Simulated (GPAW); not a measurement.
Crystal: Zn4TeO3.

```
CELL_PARAMETERS angstrom
3.37098 0.00000 0.00000
0.00000 3.64425 5.17965
0.00000 -3.64425 5.17965
ATOMIC_POSITIONS crystal
Te 0.50000 0.36432 0.36432
Zn 0.00000 0.55264 0.55264
Zn 0.50000 0.52851 0.93788
Zn 0.50000 0.93788 0.52851
Zn 0.00000 0.99498 0.99498
O 0.50000 0.87437 0.87437
O 0.00000 0.87473 0.37256
O 0.00000 0.37256 0.87473
```

The cell comes from a database or a generator and needn't be the stable form of this composition.

Base run:

```yaml
Program: GPAW 26.7.0
Functional: PBE
Potentials_or_basis: GPAW PAW data sets (gpaw-data 1.2.1)
Cutoff: 600 eV
Basis: pw
k_mesh: 6 × 3 × 3
Occupations: fermi-dirac, width 0.05 eV
Spin: no spin polarisation
```

Its results: band gap on the k mesh none (metal or under the smearing width); pressure -2.8 GPa; largest force 0.198 eV/Å.

Q: The run is repeated on the same cell with these changes: functional from PBE to LDA; potentials or basis from GPAW PAW data sets (gpaw-data 1.2.1) to the program's PAW data sets (release 1.2.1) made for this functional. What comes out?

A: Band gap on the k mesh none (metal or under the smearing width); pressure -11.5 GPa; largest force 0.551 eV/Å.

Caveats: the cutoff is short for stress and forces, so pressures can be off by a GPa or more.
